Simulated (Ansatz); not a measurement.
# HfCl5: the cost of one run

Computed with Ansatz 0.2.0 (DFT PBE, scalar-relativistic, plane waves, PAW, unless a step's input says otherwise).

1 further run of the same task is left out (it didn't finish).

## Step 1: The system as given

The structure is trigonal, space group R-3m (No. 166). The conventional cell has a = 6.472 Å, b = 6.472 Å, c = 13.584 Å, α = 90.00°, β = 90.00°, γ = 120.00°. Around Hf (site symmetry -3m) lie 6 Cl at 2.94 Å. Around Cl (site symmetry 2/m) lie 2 Hf at 2.94 Å. Cl (site symmetry 3m) has 1 Cl at 1.87 Å as nearest neighbours.

Coordinates:

```cif
data_structure
_symmetry_space_group_name_H-M 'R-3m:H'
_symmetry_Int_Tables_number 166
_cell_length_a 6.4721
_cell_length_b 6.4721
_cell_length_c 13.5842
_cell_angle_alpha 90.000
_cell_angle_beta 90.000
_cell_angle_gamma 120.000
_cell_volume 492.78
loop_
_atom_site_label
_atom_site_type_symbol
_atom_site_symmetry_multiplicity
_atom_site_Wyckoff_symbol
_atom_site_fract_x
_atom_site_fract_y
_atom_site_fract_z
_atom_site_occupancy
Hf1 Hf 3 a 0.00000 0.00000 0.00000 1
Cl1 Cl 9 d 0.16667 0.33333 0.83333 1
Cl2 Cl 6 c 0.33333 0.66667 0.23554 1
```

The cell is invented: random cell by space group and Wyckoff sites (R-3m, No. 166). Lengths come from tabulated atomic sizes and are only a guess.

## Step 2: Probe: one point on a coarse mesh

The input, input.yaml:

```yaml
crystal:
  lattice:
    - [3.23604968, 1.86833415, 4.52808175]
    - [-3.23604968, 1.86833415, 4.52808175]
    - [0.0, -3.73666831, 4.52808175]
  atoms:
    - { symbol: Hf, position: [0.0, 0.0, 0.0] }
    - { symbol: Cl, position: [0.0, 0.0, 0.5] }
    - { symbol: Cl, position: [0.5, 0.0, 0.0] }
    - { symbol: Cl, position: [0.0, 0.5, 0.0] }
    - { symbol: Cl, position: [0.56887476, 0.56887476, 0.56887476] }
    - { symbol: Cl, position: [0.43112524, 0.43112524, 0.43112524] }
basis:
  ecutwfc: 420
kpoints:
  mp_grid: { grid: [3, 3, 3] }
hamiltonian:
  xc: pbe
scf:
  occupations: { method: gaussian, width: 0.1 }
  lower_state_search: "off"
output:
  forces: true
  stress: true
  eigenvalues: true
```

Launch:

```console
ansatz run input.yaml --threads 1 --pin off --max-ram 2560MiB --backend cpu --events-out ev --progress --plain --runs-dir out
```

What time and memory should one allow on 1 thread of AMD EPYC (Zen 3), shared host?

About 6.6 s, with a peak of 0.41 GiB.
